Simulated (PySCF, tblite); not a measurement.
# C₃H₁₂N₃PSi: geometry, infrared bands and NMR shifts

Aim: predict the infrared bands and NMR shifts of C₃H₁₂N₃PSi (`C=N[Si@](N)(P)N(C)C`).

The runs use tblite 0.8.0 and PySCF 2.14.0, with density-fitted response routines of our own; the level of theory stands in each step. All values are computed, except where a source is named. Atoms are numbered from 0 throughout.

## Step 1: The starting structure

20 atoms, charge 0, multiplicity 1; geometry from: force field or distance geometry start.

Bonds of the start (Å): C0–N1 1.27, N1–Si2 1.71, Si2–N3 1.66, Si2–P4 2.16, Si2–N5 1.68, N5–C6 1.48, N5–C7 1.47, C0–H8 1.11, C0–H9 1.10, N3–H10 1.02, N3–H11 1.02, P4–H12 1.42, P4–H13 1.41, C6–H14 1.10, C6–H15 1.11, C6–H16 1.09, C7–H17 1.09, C7–H18 1.10, C7–H19 1.10.

## Step 2: Geometry optimisation with GFN2-xTB

The job: settings as JSON, then the geometry in Å.

```
{"job": {"kind": "relax", "xc": "GFN2-xTB", "basis": "xTB"}, "charge": 0, "multiplicity": 1}
C     -2.478200    -0.954000    -0.511300
N     -1.784100    -0.749500     0.537200
Si    -0.519600     0.400900     0.443300
N      0.132300     0.301400     1.963600
P     -1.242600     2.403200     0.075400
N      0.667800    -0.172000    -0.601300
C      1.884200     0.621800    -0.876400
C      1.057200    -1.586500    -0.643200
H     -3.299300    -1.693700    -0.474800
H     -2.351000    -0.439100    -1.476500
H     -0.663700     0.283100     2.604800
H      0.503000    -0.650500     2.036600
H     -1.931600     2.585100     1.300200
H     -0.072100     3.086000     0.481300
H      1.647400     1.680800    -1.066200
H      2.587500     0.577600    -0.022700
H      2.398700     0.264100    -1.769900
H      1.677200    -1.876800     0.207400
H      0.175100    -2.248000    -0.649700
H      1.606500    -1.823100    -1.560900
```

Command:

```console
$ OMP_NUM_THREADS=1 python probes_run.py task.json out
```

The driver reads the jobs from task.json and runs them one after another.

**Question.** This job is followed by: GFN2-xTB harmonic vibrations, gas phase; GIAO PBE0/pcSseg-1 NMR shielding, non-relativistic, gas phase. What will the session give for the following? strongest single infrared mode (GFN2-xTB); zero-point energy (GFN2-xTB); 13C shifts against TMS (PBE0/pcSseg-1, means over atoms taken as alike); 1H shifts against TMS (PBE0/pcSseg-1, means over atoms taken as alike); 15N shifts against NH3 (PBE0/pcSseg-1); 29Si shifts against TMS (PBE0/pcSseg-1); 31P shifts against H3PO4 (PBE0/pcSseg-1); surface potential, 1st and 99th percentile.

**Answer**, as computed:

| quantity | value |
| --- | --- |
| strongest single infrared mode (GFN2-xTB) | 760 cm⁻¹, 158 km/mol |
| zero-point energy (GFN2-xTB) | 96.7 kcal/mol |
| 13C shifts against TMS (PBE0/pcSseg-1, means over atoms taken as alike) | 165.4, 39.2 ppm |
| 1H shifts against TMS (PBE0/pcSseg-1, means over atoms taken as alike) | 8.26, 8.24, 2.73, 0.92, 0.92 ppm |
| 15N shifts against NH3 (PBE0/pcSseg-1) | 437.1, 40.5, 35.8 ppm |
| 29Si shifts against TMS (PBE0/pcSseg-1) | -12.7 ppm |
| 31P shifts against H3PO4 (PBE0/pcSseg-1) | -308.6 ppm |
| surface potential, 1st and 99th percentile | -1.32 V and 1.37 V |

**Reading.** Relaxing lowered the energy by 0.965 eV in 156 steps; the close pair that moved most is Si2–P4, from 2.160 to 2.250 Å. No mode is imaginary among the 54: a minimum at this level. The strongest single mode, at 760 cm⁻¹, is spread over many atoms; the largest shares are those of Si2, N1. Unscaled tight-binding wavenumbers are off by several per cent, some by more. Its intensities can rank the bands wrongly. At PBE0/pcSseg-1: The widest tensor belongs to N1: span 824 ppm, with a paramagnetic part of -506 ppm. At PBE0/pcSseg-1, counted by nearest atom on the grid, the HOMO lies on N5 58 %; H15, H17 about 7 % each, the LUMO on C0 36 %; N1 33 %.
